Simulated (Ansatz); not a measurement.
**C2H7BS: small, medium and large basis sets**

One table from this session's results is given with a row withheld; the runs are named, their logs left out.

The runs use Ansatz 0.2.0, Gaussian basis; one geometry, several basis sets.

Levels to be run: PBE0-D4/def2-SVP; ωB97M-V/def2-SVP; PBE0-D4/def2-QZVPP; ωB97M-V/def2-QZVPP; the functionals' def2-TZVPP values are taken from earlier runs.

## The geometry

All runs share one geometry, relaxed beforehand with PBE0-D4 in a triple-zeta def2 set.

11 atoms, charge 0, spin multiplicity 1.

Atoms are counted from 1 here; the program's logs count them from 0.

Bond lengths: B1–C2 1.552 Å, B1–H5 1.197 Å, B1–H6 1.199 Å, C2–C3 1.517 Å, C2–H7 1.104 Å, C2–H8 1.098 Å, C3–S4 1.814 Å, C3–H9 1.093 Å, C3–H10 1.092 Å, S4–H11 1.343 Å. Angles: C2–B1–H5 119.4°, C2–B1–H6 121.9°, H5–B1–H6 118.6°, B1–C2–C3 117.3°, B1–C2–H7 104.8°, B1–C2–H8 109.8°, C3–C2–H7 109.9°, C3–C2–H8 111.1°, H7–C2–H8 102.7°, C2–C3–S4 115.0°, C2–C3–H9 110.5°, C2–C3–H10 111.1°, S4–C3–H9 104.1°, S4–C3–H10 109.0°, H9–C3–H10 106.6°, C3–S4–H11 96.8°.

The first run:

The input, in.yaml:

```yaml
crystal:
  periodic: [false, false, false]
  atoms:
    - {symbol: B, position_ang: [-0.722194, 1.611318, 0.094833]}
    - {symbol: C, position_ang: [-0.131556, 0.281319, -0.445362]}
    - {symbol: C, position_ang: [0.459845, -0.680505, 0.567866]}
    - {symbol: S, position_ang: [1.354351, -2.089574, -0.143481]}
    - {symbol: H, position_ang: [-1.298631, 2.346403, -0.654376]}
    - {symbol: H, position_ang: [-0.588215, 1.946428, 1.238220]}
    - {symbol: H, position_ang: [0.643813, 0.589982, -1.168215]}
    - {symbol: H, position_ang: [-0.869846, -0.222303, -1.084062]}
    - {symbol: H, position_ang: [1.206681, -0.175278, 1.185160]}
    - {symbol: H, position_ang: [-0.306714, -1.053517, 1.249914]}
    - {symbol: H, position_ang: [0.317864, -2.611074, -0.819798]}
basis:
  gaussian: {orbitals: def2-SVP}
hamiltonian: {xc: pbe0, dispersion: d4}
output: {orbitals: {seedname: orbitals}}
```

Launch:

```bash
$ ansatz run in.yaml --threads 2 --pin off --events-out ev --progress --plain --max-ram 4352MiB
```

Steps of the session up to this table: PBE0-D4 in def2-SVP; ωB97M-V in def2-SVP; PBE0-D4 in def2-QZVPP; ωB97M-V in def2-QZVPP.

One of the session's tables, all rows but one given; the rest of the session is left out.

It belongs to the step «Functionals by basis». 

| functional | basis | HOMO (eV) |
| --- | --- | --- |
| PBE0-D4 | def2-SVP | ? |
| PBE0-D4 | def2-TZVPP | -6.78 |
| PBE0-D4 | def2-QZVPP | -6.82 |
| ωB97M-V | def2-SVP | -8.84 |
| ωB97M-V | def2-TZVPP | -9.02 |
| ωB97M-V | def2-QZVPP | -9.06 |

**Question.** Estimate the row for PBE0-D4, def2-SVP.

The run gave: HOMO (eV): -6.61. In the column «HOMO (eV)» it is the highest.
